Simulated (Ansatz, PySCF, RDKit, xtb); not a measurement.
**AlN2H5Cl+: from the formula to a structure**

Only the formula AlN2H5Cl+ is given (charge +1). Aim: find the structure of lowest free energy at 298.15 K, then its properties.

The funnel: GFN2-xTB relaxations, single points with a density functional, relaxations at B3LYP-D3(BJ)/def2-SVP, harmonic vibrations, and a last energy at a higher level. All values are calculated.

8 further runs of the same task are left out: 8 set aside as unsound or not needed.

### 1 Possible bonding patterns

All bonding patterns within simple valence rules are listed by program: one Lewis structure each, at most two rings and one unusual centre or charged pair. O–O, O–halogen and N–halogen bonds and N–N–N chains are not drawn. That gives 5 candidates.

```
label                    SMILES     spin
 c051          N[NH2+][AlH][Cl]  singlet
 c083   [NH2+]=[NH+][AlH2-][Cl]  singlet
 c634  [Cl][AlH-]1[NH2+][NH2+]1  singlet
 c651     [NH2][Al]([NH3+])[Cl]  singlet
 c682       [NH3+][NH][AlH][Cl]  singlet
```

Candidates are built by distance geometry, with a force field where one applies, in up to four conformers (letters a to d). 5 starts with atoms placed at random are added, to find patterns that the rules miss.

Q: Predict the outcome of this search (final energies at CCSD(T)/def2-SVP + MP2/def2-TZVPP - MP2/def2-SVP).

| quantity | value |
| --- | --- |
| lowest structure found | [NH2][Al]([NH3+])[Cl], singlet, Cs |
| next finalist | [NH2][Al]([NH2])[ClH] ‡, singlet, 44.1 kcal/mol higher in G |
| share at equilibrium, among the finalists | 100.0 % |
| harmonic wavenumbers, lowest and highest (B3LYP-D3(BJ)/def2-SVP) | 43 and 3634 cm⁻¹ |
| rotational constants, same geometry | 0.1909, 0.09732, 0.06513 cm⁻¹ |
| HOMO energy (PBE0/def2-TZVPD) | -12.54 eV |
| LUMO energy (PBE0/def2-TZVPD) | -5.83 eV |
| HOMO–LUMO gap (PBE0/def2-TZVPD) | 6.72 eV |
| lowest excitation (TD-CAM-B3LYP/def2-SVPD) | 5.82 eV (f = 0.034) |
| strongest of the states computed, same level | 6.92 eV (f = 0.103) |
| lowest triplet excitation, same level, Tamm-Dancoff | 5.37 eV |
| vertical ionisation energy | 14.87 eV |
| vertical recombination energy (electron added) | 4.39 eV |
| vertical triplet less singlet | +5.20 eV |

The lowest structure found is `[NH2][Al]([NH3+])[Cl]`. Among the finalists first place is clear (44.1 kcal/mol); structures outside the list aren't covered. GFN2-xTB, HF/STO-3G, r2SCAN-D4/def2-SVP, B3LYP-D3(BJ)/def2-SVP, HF/def2-SVP and MP2/def2-SVP already put its bonding pattern lowest among the structures in one piece. Lowest found is not proven lowest: the search is finite, and each finalist counts with one conformer. Patterns outside the rules of the enumeration were met only by chance.

‡ marks the bonded skeleton alone, with all bonds drawn single: no Lewis structure was assigned that passes a check against the bond lengths.
